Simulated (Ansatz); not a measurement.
Here is an Ansatz 0.2.0 calculation.

input.yaml

```yaml
crystal:
  lattice:
    - [1.712747, -2.399601, 0.0]
    - [1.712747, 2.399601, 0.0]
    - [0.0, 0.0, 4.847555]
  atoms:
    - { symbol: Ta, position: [0.5, 0.5, 0.5] }
    - { symbol: Hf, position: [0.0, 0.0, 0.0] }
hamiltonian:
  xc: pbesol
  pseudopotentials: { kind: paw }
kpoints:
  mp_grid: { grid: [10, 10, 6] }
  band_path:
    path:
      - [[0.0, 0.0, 0.0], [0.377364493, 0.377364493, 0.0], [0.0, 0.5, 0.0], [0.0, 0.5, 0.5], [0.377364493, 0.377364493, 0.5], [0.0, 0.0, 0.5], [0.0, 0.0, 0.0], [-0.5, 0.5, 0.0], [-0.377364493, 0.622635507, 0.0], [-0.377364493, 0.622635507, 0.5], [-0.5, 0.5, 0.5], [-0.5, 0.5, 0.0]]
      - [[0.0, 0.0, 0.5], [-0.5, 0.5, 0.5]]
    npoints: 14
scf:
  occupations: { method: fermi_dirac, width: 0.05 }
  n_extra_bands: 6
output:
  forces: true
  stress: true
  eigenvalues: true
  fatbands: true
```

Potentials or basis: Ansatz PAW.

The run is started by

```console
$ ansatz run input.yaml --threads 2 --pin off --max-ram 5632MiB --backend cpu --events-out ev --progress --plain --runs-dir out
```

Problem. Predict the pressure.

Solution. -5.0 GPa.

Problem. Predict the band gap on the k mesh.

Solution. None (metal or under the smearing width).

Levels at the corners of the path, in eV from the Fermi level:
| point | band 15 | band 16 | band 17 | band 18 | band 19 | band 20 | band 21 | band 22 | band 23 | band 24 |
| --- | --- | --- | --- | --- | --- | --- | --- | --- | --- | --- |
| Γ | -11.08 | -7.45 | -3.87 | -1.11 | 1.12 | 1.15 | 1.16 | 1.36 | 3.67 | 3.80 |
| X | -11.09 | -2.67 | -2.54 | -2.50 | -1.20 | 0.44 | 3.67 | 3.76 | 4.41 | 5.12 |
| S | -11.08 | -2.88 | -2.60 | -1.23 | -0.88 | -0.47 | -0.05 | 3.26 | 4.23 | 4.51 |
| R | -11.08 | -3.92 | -3.79 | -1.17 | -0.83 | 1.30 | 1.50 | 3.66 | 3.90 | 5.07 |
| A | -11.09 | -1.52 | -1.38 | -1.23 | -1.20 | -1.07 | -1.06 | 4.16 | 4.37 | 4.83 |
| Z | -11.08 | -5.39 | -5.22 | -0.48 | -0.10 | 0.21 | 0.57 | 2.99 | 3.23 | 3.74 |
| Γ | -11.08 | -7.45 | -3.87 | -1.11 | 1.12 | 1.15 | 1.16 | 1.36 | 3.67 | 3.80 |
| Y | -11.08 | -3.84 | -3.19 | -3.17 | -1.04 | 1.49 | 3.98 | 5.02 | 6.48 | 6.81 |
| X1 | -11.09 | -2.67 | -2.54 | -2.50 | -1.20 | 0.44 | 3.67 | 3.76 | 4.41 | 5.12 |
| A1 | -11.09 | -1.52 | -1.38 | -1.23 | -1.20 | -1.07 | -1.06 | 4.16 | 4.37 | 4.83 |
| T | -11.09 | -2.56 | -2.36 | -1.61 | -1.34 | 1.00 | 1.43 | 1.79 | 2.43 | 6.57 |
| Y | -11.08 | -3.84 | -3.19 | -3.17 | -1.04 | 1.49 | 3.98 | 5.02 | 6.48 | 6.81 |
| Z | -11.08 | -5.39 | -5.22 | -0.48 | -0.10 | 0.21 | 0.57 | 2.99 | 3.23 | 3.74 |
| T | -11.09 | -2.56 | -2.36 | -1.61 | -1.34 | 1.00 | 1.43 | 1.79 | 2.43 | 6.57 |

Caveat: spin-orbit coupling is left out, which moves the levels of the heavy elements; the PAW data sets come from PBE, with cores solved anew for the run's functional, which leaves a small shift of forces and pressure.
